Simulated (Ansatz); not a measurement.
# KNaS2O7: the cost of one run

All numbers below are computed with Ansatz 0.2.0 (DFT PBE, plane waves, PAW, scalar-relativistic, no spin polarisation).

## Step 1: The starting structure

The cell holds 22 atoms (K2Na2O14S4): a = 5.964 Å, b = 7.273 Å, c = 7.493 Å, α = 101.71°, β = 90.69°, γ = 94.24°.

Structure file:

```xyz
22
Lattice="5.9640 0.0000 0.0000 -0.5376 7.2532 0.0000 -0.0908 -1.5313 7.3343" Properties=species:S:1:pos:R:3 pbc="T T T"
K     4.4378    0.7315    4.1842
K     0.8978    4.9905    3.1501
Na    0.8375    3.2911    6.5405
Na    4.4981    2.4309    0.7939
S     3.7749    4.2073    5.0763
S     1.5607    1.5147    2.2580
S     1.4754   -0.1424    6.6514
S     3.8602    5.8643    0.6829
O     0.7661    5.9061    5.8893
O     4.5695   -0.1841    1.4450
O     4.9643    3.4322    5.1065
O     0.3713    2.2898    2.2278
O     3.9386    5.2443    4.2136
O     1.3970    0.4776    3.1208
O     0.3380    0.8266    6.5034
O     4.9976    4.8954    0.8310
O     2.7635    0.5462    6.4757
O     2.5721    5.1758    0.8586
O     3.8550    4.8605    6.6272
O     1.4806    0.8615    0.7071
O     2.6352    3.5095    5.0643
O     2.7004    2.2124    2.2701
```

## Step 2: Run 1

330 steps of 1 fs under a Langevin thermostat at 900 K.

Contents of input.yaml:

```yaml
accuracy: low
crystal:
  lattice:
    - [5.964, 0.0, 0.0]
    - [-0.537569, 7.253238, 0.0]
    - [-0.09083, -1.531253, 7.334347]
  atoms:
    - { symbol: K, position: [0.77274, 0.22129, 0.5705] }
    - { symbol: K, position: [0.22726, 0.77871, 0.4295] }
    - { symbol: Na, position: [0.21188, 0.642, 0.89176] }
    - { symbol: Na, position: [0.78812, 0.358, 0.10824] }
    - { symbol: S, position: [0.70894, 0.72618, 0.69213] }
    - { symbol: S, position: [0.29106, 0.27382, 0.30787] }
    - { symbol: S, position: [0.27668, 0.17183, 0.90689] }
    - { symbol: S, position: [0.72332, 0.82817, 0.09311] }
    - { symbol: O, position: [0.22935, 0.98379, 0.80298] }
    - { symbol: O, position: [0.77065, 0.01621, 0.19702] }
    - { symbol: O, position: [0.89888, 0.62018, 0.69625] }
    - { symbol: O, position: [0.10112, 0.37982, 0.30375] }
    - { symbol: O, position: [0.74525, 0.84432, 0.5745] }
    - { symbol: O, position: [0.25475, 0.15568, 0.4255] }
    - { symbol: O, position: [0.09732, 0.30116, 0.8867] }
    - { symbol: O, position: [0.90268, 0.69884, 0.1133] }
    - { symbol: O, position: [0.5004, 0.2617, 0.88293] }
    - { symbol: O, position: [0.4996, 0.7383, 0.11707] }
    - { symbol: O, position: [0.73774, 0.86087, 0.90359] }
    - { symbol: O, position: [0.26226, 0.13913, 0.09641] }
    - { symbol: O, position: [0.50912, 0.62963, 0.69049] }
    - { symbol: O, position: [0.49088, 0.37037, 0.30951] }
basis:
  ecutwfc: 420.0
kpoints:
  mp_grid: { grid: [2, 2, 2] }
hamiltonian:
  xc: pbe
scf:
  occupations: { method: fermi_dirac, width: 0.05 }
  lower_state_search: "off"
md:
  timestep: 1
  n_steps: 330
  ensemble: nvt_langevin
  temperature: 900.0
  initial_velocities: maxwell_boltzmann
  seed: 804382
  friction: 0.005
```

Started as:

```console
$ ansatz run input.yaml --threads 2 --pin off --max-ram 5120MiB --backend cpu --events-out ev --progress --plain --runs-dir out
```

What time and memory should one allow on 2 threads of Intel Xeon Platinum 8488C (Sapphire Rapids), shared host?

About 19 min, with a peak of 0.94 GiB.
